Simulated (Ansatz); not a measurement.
**Eu(NH2)3 (EuN3H6): one state, many levels**

The task here is to estimate one member of a computed series from the others.

The runs use Ansatz 0.2.0, Gaussian basis; as each input shows.

Levels to be run: PBE-D4/def2-TZVP, r2SCAN-D4/def2-TZVP, PBE-QIDH/def2-TZVP, B97M-V/def2-TZVP, revPBE-D4/def2-TZVP, BLYP-D4/def2-TZVP, ωB97X-V/def2-TZVP, PBE+10HF/def2-SVP, PBE+15HF/def2-SVP, PBE+40HF/def2-SVP, PBE-D4/def2-SVP, PBE0-D4/def2-SVP, CCSD(T)/def2-SVP, MP2/def2-TZVP, RPA/def2-TZVP.

### The relaxed structure

The septet was relaxed beforehand with r2SCAN-D4/def2-SVP.

10 atoms, charge 0, spin multiplicity 7.

Atoms are counted from 1 here; the program's logs count them from 0.

Bond lengths: Eu1–N2 2.270 Å, Eu1–N5 2.270 Å, Eu1–N8 2.270 Å, N2–H3 1.024 Å, N2–H4 1.024 Å, N5–H6 1.024 Å, N5–H7 1.024 Å, N8–H9 1.024 Å, N8–H10 1.024 Å. Angles: N2–Eu1–N5 120.1°, N2–Eu1–N8 119.9°, N5–Eu1–N8 120.0°, Eu1–N2–H3 128.0°, Eu1–N2–H4 128.3°, H3–N2–H4 103.7°, Eu1–N5–H6 128.2°, Eu1–N5–H7 128.1°, H6–N5–H7 103.7°, Eu1–N8–H9 128.3°, Eu1–N8–H10 128.1°, H9–N8–H10 103.7°.

Coordinates:

```tsv
atom	x (Å)	y (Å)	z (Å)
Eu1	0.0000	0.0012	0.0099
N2	2.2265	0.4411	-0.0090
H3	2.9697	-0.0895	-0.4727
H4	2.7249	1.2156	0.4390
N5	-1.4963	1.7079	-0.0016
H6	-2.4107	1.7510	0.4578
H7	-1.4179	2.6146	-0.4712
N8	-0.7301	-2.1478	0.0165
H9	-0.3054	-2.9603	0.4729
H10	-1.5607	-2.5338	-0.4417
```

Eu takes a core potential in the def2 sets. No spin-orbit coupling is included.

PBE0-D4/def2-TZVP was run before; its log isn't repeated, and its numbers join the tables.

Set-up of the first run:

start.molden holds the orbitals of an earlier run on this state, given as this run's starting guess.

Contents of in.yaml:

```yaml
crystal:
  periodic: [false, false, false]
  atoms:
    - {symbol: Eu, position_ang: [-0.000010, 0.001193, 0.009920]}
    - {symbol: N, position_ang: [2.226512, 0.441145, -0.009000]}
    - {symbol: H, position_ang: [2.969696, -0.089501, -0.472746]}
    - {symbol: H, position_ang: [2.724873, 1.215567, 0.439046]}
    - {symbol: N, position_ang: [-1.496326, 1.707892, -0.001564]}
    - {symbol: H, position_ang: [-2.410688, 1.751011, 0.457777]}
    - {symbol: H, position_ang: [-1.417858, 2.614647, -0.471196]}
    - {symbol: N, position_ang: [-0.730073, -2.147825, 0.016502]}
    - {symbol: H, position_ang: [-0.305391, -2.960324, 0.472926]}
    - {symbol: H, position_ang: [-1.560736, -2.533815, -0.441665]}
basis:
  gaussian: {orbitals: def2-TZVP, initial_orbitals: start.molden}
magnetization: {spin_polarized: true, initial_magnetization: 6}
hamiltonian: {xc: pbe, dispersion: d4}
scf: {omitted_lower_state_checks: [starts]}
output: {orbitals: {seedname: orbitals}}
```

Launch:

```
> ansatz run in.yaml --threads 4 --pin off --events-out ev --progress --plain --max-ram 8704MiB
```

Among the steps run: PBE-D4/def2-TZVP; r2SCAN-D4/def2-TZVP; PBE-QIDH/def2-TZVP; B97M-V/def2-TZVP; revPBE-D4/def2-TZVP; BLYP-D4/def2-TZVP; ωB97X-V/def2-TZVP; PBE+10HF/def2-SVP; PBE+15HF/def2-SVP; PBE+40HF/def2-SVP; PBE-D4/def2-SVP; PBE0-D4/def2-SVP; CCSD(T)/def2-SVP; MP2/def2-TZVP; RPA/def2-TZVP.

One of the session's tables, all rows but one given; the rest of the session is left out.

It belongs to the step «Levels side by side». 

```
              level  HOMO (eV)  LUMO (eV)  gap (eV)
    PBE-D4/def2-SVP      -4.10      -3.74      0.36
   PBE-D4/def2-TZVP      -4.50      -4.11      0.39
revPBE-D4/def2-TZVP      -4.43      -4.03      0.40
  BLYP-D4/def2-TZVP          ?          ?         ?
r2SCAN-D4/def2-TZVP      -4.85      -4.15      0.70
   B97M-V/def2-TZVP      -4.93      -4.17      0.75
   PBE0-D4/def2-SVP      -5.55      -3.27      2.28
  PBE0-D4/def2-TZVP      -6.02      -3.51      2.52
  ωB97X-V/def2-TZVP      -8.52      -1.55      6.97
  PBE+10HF/def2-SVP      -4.73      -3.58      1.15
  PBE+15HF/def2-SVP      -4.99      -3.49      1.50
  PBE+40HF/def2-SVP      -6.59      -2.32      4.27
```

Q: Estimate the row for BLYP-D4/def2-TZVP from the others.

**Answer.** HOMO (eV): -4.45; LUMO (eV): -3.99; gap (eV): 0.46. In the column «HOMO (eV)» it lies between PBE-D4/def2-TZVP (-4.50) and revPBE-D4/def2-TZVP (-4.43).
